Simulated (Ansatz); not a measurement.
# TiW4: the cost of one run

Program: Ansatz 0.2.0. Level of theory: DFT PBE, scalar-relativistic, plane waves, PAW. These are calculated values, not measurements.

1 further run of the same task is left out (it didn't finish).

## (1) The structure to begin with

It takes space group P-6m2 (No. 187, hexagonal). Conventional cell: a = 2.906 Å, b = 2.906 Å, c = 22.856 Å, α = 90.00°, β = 90.00°, γ = 120.00°. Ti (site symmetry 3m) is surrounded by 6 W at 2.84 Å and 6 Ti at 2.91 Å. Around W (site symmetry 3m) lie 3 Ti at 2.84 Å and 9 W at 2.84 to 2.91 Å. Around W (site symmetry 3m) lie 9 W at 2.84 to 2.91 Å and 3 Ti at 2.84 Å. W (site symmetry -6m2) has 12 W at 2.84 to 2.91 Å as nearest neighbours. Around W (site symmetry 3m) lie 12 W at 2.84 to 2.91 Å.

Structure file:

```
Ti W
1.0
     2.90603    0.00000    0.00000
    -1.45301    2.51669    0.00000
     0.00000    0.00000   22.85574
Ti W
2 8
Direct
  0.66667 0.33333 0.70000
  0.66667 0.33333 0.30000
  0.33333 0.66667 0.60000
  0.33333 0.66667 0.80000
  0.33333 0.66667 0.00000
  0.33333 0.66667 0.20000
  0.33333 0.66667 0.40000
  0.66667 0.33333 0.90000
  0.66667 0.33333 0.10000
  0.66667 0.33333 0.50000
```

The start is an ordering of an alloy on its end members' structure types: elements ordered on the sites of the Dy type, Ti/W on Dy (P-6m2, No. 187).

## (2) A first look at the guess

The input, input.yaml:

```yaml
crystal:
  lattice:
    - [2.90602743, 0.0, 0.0]
    - [-1.45301372, 2.51669358, 0.0]
    - [0.0, 0.0, 22.85573904]
  atoms:
    - { symbol: Ti, position: [0.66666667, 0.33333333, 0.7] }
    - { symbol: Ti, position: [0.66666667, 0.33333333, 0.3] }
    - { symbol: W, position: [0.33333333, 0.66666667, 0.6] }
    - { symbol: W, position: [0.33333333, 0.66666667, 0.8] }
    - { symbol: W, position: [0.33333333, 0.66666667, 0.0] }
    - { symbol: W, position: [0.33333333, 0.66666667, 0.2] }
    - { symbol: W, position: [0.33333333, 0.66666667, 0.4] }
    - { symbol: W, position: [0.66666667, 0.33333333, 0.9] }
    - { symbol: W, position: [0.66666667, 0.33333333, 0.1] }
    - { symbol: W, position: [0.66666667, 0.33333333, 0.5] }
basis:
  ecutwfc: 420
kpoints:
  mp_grid: { grid: [6, 6, 1] }
hamiltonian:
  xc: pbe
scf:
  occupations: { method: gaussian, width: 0.1 }
  lower_state_search: "off"
output:
  forces: true
  stress: true
  eigenvalues: true
```

Launch:

```bash
ansatz run input.yaml --threads 1 --pin off --max-ram 2560MiB --backend cpu --events-out ev --progress --plain --runs-dir out
```

**Question.** How long does this run take on 1 thread of Arm Neoverse V1, shared host, and how much memory does it need?

About 8.8 s, with a peak of 0.4 GiB.
